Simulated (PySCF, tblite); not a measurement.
# C9H8F3O−: excited states

What do calculations give for the excited states of C9H8F3O− (`[O-]\C=C/C=C/C=C/C=C\C(F)(F)F`)?

Computed with tblite 0.8.0 and PySCF 2.14.0 and routines of our own; the level stands in each step. Atoms count from 0.

## (1) The system as given

21 atoms, charge -1, multiplicity 1; geometry from: force field or distance geometry start.

## (2) Geometry optimisation with GFN2-xTB

The job: settings as JSON, then the geometry in Å.

```
{"job": {"kind": "relax", "xc": "GFN2-xTB", "basis": "xTB"}, "charge": -1, "multiplicity": 1}
O      5.075300    -1.170300     0.471200
C      4.844900     0.190900     0.199800
C      3.618500     0.672700     0.058500
C      2.486400    -0.244400     0.161800
C      1.247900     0.195100     0.031200
C      0.075600    -0.671000     0.122600
C     -1.119700    -0.133300    -0.039100
C     -2.254500    -1.027800     0.077200
C     -3.506600    -0.626900    -0.065700
C     -3.836600     0.777200    -0.339300
F     -5.199400     0.911700    -0.046500
F     -3.747900     1.097600    -1.703200
F     -3.219200     1.698800     0.474600
H      5.670900     0.897900     0.116200
H      3.464800     1.738500    -0.145700
H      2.653000    -1.301000     0.386300
H      1.162800     1.274100    -0.177000
H      0.179100    -1.739500     0.327900
H     -1.175100     0.912500    -0.226400
H     -2.116000    -2.090000     0.283000
H     -4.313100    -1.345800     0.032100
```

Command:

```console
OMP_NUM_THREADS=1 python excited_run.py task.json out
```

One launch serves the whole session: the jobs run in the order shown.

Log:

```text
step      E/eV     max force
  0   -1135.52427    7.073
  1   -1136.59278    1.848
  2   -1136.77743    0.887
  3   -1136.93114    1.275
  4   -1136.99980    0.682
  5   -1137.04785    0.629
  6   -1137.09198    0.488
  7   -1137.12295    0.413
  8   -1137.13463    0.285
  9   -1137.14450    0.300
 10   -1137.15411    0.258
 11   -1137.16437    0.360
 12   -1137.17398    0.341
 13   -1137.18278    0.235
 14   -1137.19011    0.171
 15   -1137.19460    0.148
 16   -1137.19681    0.115
 17   -1137.19808    0.086
 18   -1137.19921    0.084
 19   -1137.20045    0.113
 20   -1137.20157    0.092
 21   -1137.20260    0.076
 22   -1137.20391    0.095
 23   -1137.20587    0.103
 24   -1137.20844    0.116
 25   -1137.21096    0.099
 26   -1137.21271    0.099
 27   -1137.21373    0.086
 28   -1137.21458    0.081
 29   -1137.21538    0.077
 30   -1137.21603    0.068
 31   -1137.21660    0.079
 32   -1137.21720    0.068
 33   -1137.21780    0.056
 34   -1137.21827    0.047
 35   -1137.21857    0.047
 36   -1137.21878    0.043
 37   -1137.21900    0.042
 38   -1137.21926    0.047
 39   -1137.21952    0.049
 40   -1137.21977    0.043
 41   -1137.22003    0.044
 42   -1137.22033    0.043
 43   -1137.22072    0.050
 44   -1137.22121    0.061
 45   -1137.22181    0.076
 46   -1137.22244    0.067
 47   -1137.22295    0.053
 48   -1137.22326    0.044
 49   -1137.22351    0.037
 50   -1137.22379    0.045
 51   -1137.22411    0.047
 52   -1137.22444    0.039
 53   -1137.22475    0.035
 54   -1137.22506    0.044
 55   -1137.22537    0.055
 56   -1137.22565    0.050
 57   -1137.22588    0.034
 58   -1137.22609    0.041
 59   -1137.22634    0.041
 60   -1137.22666    0.035
 61   -1137.22686    0.030
 62   -1137.22699    0.028
 63   -1137.22712    0.034
 64   -1137.22723    0.026
 65   -1137.22730    0.018
 66   -1137.22735    0.014
 67   -1137.22739    0.019
 68   -1137.22743    0.018
 69   -1137.22745    0.012
 70   -1137.22747    0.007
```

Wall time 0.56 s (1 thread of Arm Neoverse V2, shared host); peak memory 0.18 GiB.

Step by step: (not every step is listed)

```tsv
step	energy from step 0 (eV)	largest force (eV/Å)
0	0.0000	7.0735
1	-1.0685	1.8477
2	-1.2532	0.8875
3	-1.4069	1.2750
4	-1.4755	0.6825
5	-1.5236	0.6293
6	-1.5677	0.4883
7	-1.5987	0.4128
8	-1.6104	0.2850
13	-1.6585	0.2350
18	-1.6749	0.0837
23	-1.6816	0.1034
28	-1.6903	0.0806
33	-1.6935	0.0558
38	-1.6950	0.0469
43	-1.6965	0.0498
48	-1.6990	0.0441
53	-1.7005	0.0346
58	-1.7018	0.0407
63	-1.7029	0.0337
65	-1.7030	0.0184
66	-1.7031	0.0139
67	-1.7031	0.0190
68	-1.7032	0.0185
69	-1.7032	0.0116
70	-1.7032	0.0073
```

Distances of close pairs at the start and the end, largest changes first:

```tsv
bond	before (Å)	after (Å)	change (Å)
O0–C1	1.407	1.232	-0.175
C1–C2	1.325	1.410	+0.085
C2–C3	1.461	1.381	-0.080
C4–C5	1.460	1.388	-0.073
C3–C4	1.321	1.387	+0.066
C5–C6	1.321	1.381	+0.060
C6–C7	1.450	1.397	-0.052
C7–C8	1.322	1.366	+0.044
```

The final coordinates are the input of the step that follows.

## (3) Infrared spectrum with GFN2-xTB

The job: settings as JSON, then the geometry in Å.

```
{"job": {"kind": "ir", "xc": "GFN2-xTB", "basis": "xTB"}, "charge": -1, "multiplicity": 1}
O      5.318245    -1.155957     0.512869
C      5.011924     0.008866     0.251598
C      3.724061     0.546554     0.050457
C      2.569662    -0.206666     0.134230
C      1.276741     0.267487    -0.030935
C      0.144914    -0.526660     0.085625
C     -1.159607    -0.094337    -0.050076
C     -2.254556    -0.950663     0.091032
C     -3.580488    -0.639701    -0.014790
C     -4.085278     0.702702    -0.311392
F     -5.441331     0.734727    -0.355514
F     -3.692684     1.229162    -1.508517
F     -3.751564     1.671998     0.589675
H      5.833102     0.764431     0.157500
H      3.652809     1.604567    -0.171303
H      2.702423    -1.259601     0.357051
H      1.140317     1.319550    -0.253726
H      0.300366    -1.578543     0.307677
H     -1.338241     0.949073    -0.269988
H     -2.029959    -1.988500     0.313312
H     -4.349777    -1.381545     0.114743
```

Log:

```text
mode    cm-1     km/mol
  1      29.0      0.29
  2      42.7      3.83
  3      47.1      2.30
  4      83.0      2.94
  5      88.9      0.91
  6     159.5      0.38
  7     183.3      8.40
  8     197.4      3.84
  9     265.5      0.00
 10     290.5      1.75
 11     293.2      1.65
 12     300.9      0.13
 13     374.9      5.35
 14     422.3      0.05
 15     423.6      0.01
 16     469.3     19.91
 17     484.8      5.12
 18     537.5      7.16
 19     551.3     35.49
 20     594.7      2.35
 21     690.7     10.22
 22     728.8     32.38
 23     758.2      2.72
 24     773.6      8.74
 25     794.5    112.00
 26     807.8      0.28
 27     886.4     49.26
 28     904.4      4.60
 29     930.8    306.49
 30     970.9     35.89
 31     981.3     73.88
 32    1022.5     48.77
 33    1086.2    201.54
 34    1124.7    648.52
 35    1164.1    135.93
 36    1183.3    340.78
 37    1245.1    360.14
 38    1251.8     11.74
 39    1256.4     39.94
 40    1272.5      1.30
 41    1284.1     31.27
 42    1294.8      5.79
 43    1364.7    162.14
 44    1414.5     10.12
 45    1451.3      5.36
 46    1530.4   4069.42
 47    1581.2     72.57
 48    1616.3    127.15
 49    1658.0    566.98
 50    2604.8    681.94
 51    3008.6     26.87
 52    3025.1     61.32
 53    3031.1      9.62
 54    3032.7     36.01
 55    3046.5    180.72
 56    3073.8     96.49
 57    3113.2     30.02
```

Run time: 0.89 s. Hardware: 1 thread of Arm Neoverse V2, shared host; peak memory 0.18 GiB.

Which atoms move in the most intense modes:

```tsv
cm⁻¹	km/mol	atoms
931	306.5	C9 57 %
1086	201.5	C2 28 %, H14 21 %, C1 13 %, O0 10 %
1125	648.5	C9 44 %, C7 12 %
1183	340.8	H20 40 %, C9 20 %
1245	360.1	H15 30 %, H16 29 %, H18 14 %
1530	4069.4	C3 26 %, C7 14 %, C4 14 %, C2 12 %
1658	567.0	C1 58 %, O0 24 %
2605	681.9	H13 94 %
```

## (4) Excited states: TDA B3LYP/def2-SVP

The job, as its differences from that of step 3:

```diff
@@ -1,2 +1,2 @@
-{"job": {"kind": "ir", "xc": "GFN2-xTB", "basis": "xTB"}, "charge": -1, "multiplicity": 1}
+{"job": {"kind": "states", "xc": "B3LYP", "basis": "def2-SVP", "tda": true, "soc": true, "nstates": 6, "ntriplets": 4, "nquad": 4}, "charge": -1, "multiplicity": 1}
 O      5.318245    -1.155957     0.512869
```

With the program's defaults for keys left out, this is: TDA B3LYP/def2-SVP excited states, vertical, gas phase, spin-orbit mean-field couplings.

Log:

```text
coarse grid: 19080 points
cycle   1  E = -721.5429986565  dE =  1.982e+00  |g| = 1.292e+00  |ddm| = 5.341e+00
cycle   2  E = -718.5979326892  dE =  2.945e+00  |g| = 3.015e+00  |ddm| = 4.185e+00
cycle   3  E = -721.3126184079  dE = -2.715e+00  |g| = 1.286e+00  |ddm| = 4.026e+00
cycle   4  E = -721.8513197662  dE = -5.387e-01  |g| = 3.342e-01  |ddm| = 1.609e+00
cycle   5  E = -721.8591547545  dE = -7.835e-03  |g| = 2.786e-01  |ddm| = 6.155e-01
cycle   6  E = -721.8826328314  dE = -2.348e-02  |g| = 8.392e-02  |ddm| = 4.587e-01
cycle   7  E = -721.8843917877  dE = -1.759e-03  |g| = 3.546e-02  |ddm| = 1.612e-01
cycle   8  E = -721.8847159199  dE = -3.241e-04  |g| = 1.401e-02  |ddm| = 6.497e-02
cycle   9  E = -721.8847744375  dE = -5.852e-05  |g| = 4.846e-03  |ddm| = 2.159e-02
cycle  10  E = -721.8847806261  dE = -6.189e-06  |g| = 2.426e-03  |ddm| = 8.668e-03
final grid: 189872 points
cycle  11  E = -722.0067160690  dE = -4.685e-05  |g| = 1.004e-02  |ddm| = 6.552e-02
cycle  12  E = -722.0066609507  dE =  5.512e-05  |g| = 1.775e-02  |ddm| = 3.201e-02
cycle  13  E = -722.0067377534  dE = -7.680e-05  |g| = 3.284e-03  |ddm| = 2.532e-02
cycle  14  E = -722.0067408596  dE = -3.106e-06  |g| = 4.630e-04  |ddm| = 5.549e-03
cycle  15  E = -722.0067409039  dE = -4.432e-08  |g| = 1.550e-04  |ddm| = 6.744e-04
cycle  16  E = -722.0067409082  dE = -4.283e-09  |g| = 9.655e-05  |ddm| = 3.189e-04
cycle  17  E = -722.0067409110  dE = -2.834e-09  |g| = 1.265e-05  |ddm| = 1.331e-04
cycle  18  E = -722.0067409110  dE = -3.070e-11  |g| = 6.229e-06  |ddm| = 2.032e-05
converged SCF energy = -722.0067409110

Singlet excitations
state   eV       nm        f     d(h-e)  d(exc)  Lambda  PR(NTO)  |dmu|/D   mu/D   main configurations
  1   3.5285   351.4   0.00006   3.424   5.004   0.314   1.001    6.891    1.188   H-1->L 0.95
  2   3.8849   319.1   2.88256   0.642   4.586   0.708   1.096    0.185    7.407   H->L 0.94
  3   4.6219   268.3   0.06088   0.487   5.786   0.800   1.991    0.328    7.463   H->L+1 0.54, H-2->L 0.44
  4   4.8700   254.6   0.00020   2.231   4.961   0.279   1.009    6.730    5.871   H->L+2 0.98
  5   5.3985   229.7   0.00001   0.362   5.149   0.344   1.030                     H->L+3 0.97
  6   5.7510   215.6   0.00032   4.509   5.893   0.282   1.007                     H-1->L+1 0.88

Triplet excitations (Tamm-Dancoff)
state   eV     d(h-e)  d(exc)  Lambda  PR(NTO)   main configurations
  1   1.5888   0.320   4.609   0.717   1.016   H->L 0.99
  2   3.2117   3.027   4.701   0.313   1.002   H-1->L 0.90
  3   3.3140   0.128   3.453   0.815   1.928   H-2->L 0.60, H->L+1 0.39
  4   3.7646   0.261   5.166   0.796   1.957   H->L+1 0.59, H-2->L 0.36
S1 - T1 = 1.9397 eV

Spin-orbit couplings |<S|Hso|T>| (cm-1)
             T1       T2       T3       T4
S0        0.349   37.957    0.873    0.496
S1       18.196    0.061   16.262    7.770
S2        0.026   19.343    0.391    0.136
S3        0.260    5.704    0.029    0.104
S4        0.344    0.053    0.855    0.968
S5        2.556    0.040    0.676    1.015
S6        2.311    0.332    9.195   13.580
T1 sublevels (cm-1): 0.000 0.000 0.003   radiative rates (1/s): 4.11e-05 0.0409 0.016
```

Wall time 95 s (1 thread of Arm Neoverse V2, shared host); peak memory 0.87 GiB.

Key values:

```tsv
quantity	value
S1 less T1	1.94 eV
```

Orbitals, density, ELF and potential are computed afterwards from the orbital file.

Frontier orbitals at B3LYP/def2-SVP, with the share of their density that lies nearest to each atom:

```tsv
orbital	energy (eV)	lies on
HOMO	-0.88	4 C atoms about 17 % each; O0 10 %
LUMO	2.02	C3, C5 about 15 % each; C1, C7, C8 about 11 % each; O0 9 %
```

ELF in a plane through or near 19 of the atoms.

Ten even steps from ' ' (0.00) to '@' (1.00):
```
                                                        
                                                        
                                                        
              ....                                      
              %%@@::  ::==                              
      --==  ..@@@@**  @@@@**  --**            ..        
    ::@@@@::..@@@@++  @@@@%%  @@@@      ..  ==++..      
    **@@@@**..%%@@--  @@@@**..@@@@::  ::----%%##::      
    ++@@@@%%**--::**==--++--::@@@@::  ==%%##::%%--      
      ==%%::==####**##::..##**::==..  ####==%%%%::      
        ::::::++##----++%%::%%----++**==%%..==++..      
      ::**##**  ==##**::**::**++%%::%%++==--            
      **@@==%%::%%@@@@  ##@@**  ++..##==@@@@**          
      ++%%%%%%::##@@@@  @@@@##  %%@@==::@@@@@@          
      ::++##**..--@@##  @@@@++  @@@@++  @@@@%%          
          ....    ..    ==%%    @@@@++  ::==            
                          ..    **%%..                  
                                  ..                    
                                                        
                                                        
```
The map spans 16.9 Å across and 9.3 Å up, centred on the molecule. Atoms in the plane (x, y in Å): O0 (-5.3, -1.2), C1 (-5.0, 0.0), C2 (-3.7, 0.6), C3 (-2.6, -0.2), C4 (-1.3, 0.3), C5 (-0.2, -0.5), C6 (1.2, -0.1), C7 (2.2, -1.0), C8 (3.6, -0.7), C9 (4.1, 0.7), F10 (5.5, 0.7), H13 (-5.8, 0.8), H14 (-3.6, 1.7), H15 (-2.7, -1.3), H16 (-1.1, 1.4), H17 (-0.3, -1.6), H18 (1.4, 1.0), H19 (2.0, -2.0), H20 (4.3, -1.4).

On the surface of density 0.002 e/bohr³ the electrostatic potential runs, from the 1st to the 99th percentile, from -4.90 V near O0 to -2.09 V near H20.

## (5) Results

```
                                 quantity                   value
strongest single infrared mode (GFN2-xTB)  1530 cm⁻¹, 4069 km/mol
             zero-point energy (GFN2-xTB)           89.8 kcal/mol
  S1 less T1 (step 4, TDA B3LYP/def2-SVP)                 1.94 eV
```

All 57 modes are real, so the xTB geometry is a minimum. The strongest single mode, at 1530 cm⁻¹, has its largest shares on C3, C7, C4 and C2 (the list is cut at 4 atoms). GFN2-xTB is a fitted tight-binding method: band positions and strengths are rough. Its intensities can rank the bands wrongly. For an anion in the gas phase, states above the energy of detachment are held by the basis alone, so excitations and responses hang on it. In step 4, the number of triplets below S1 is 3, and the largest singlet-triplet spin-orbit coupling is S0–T2, 37.96 cm⁻¹.
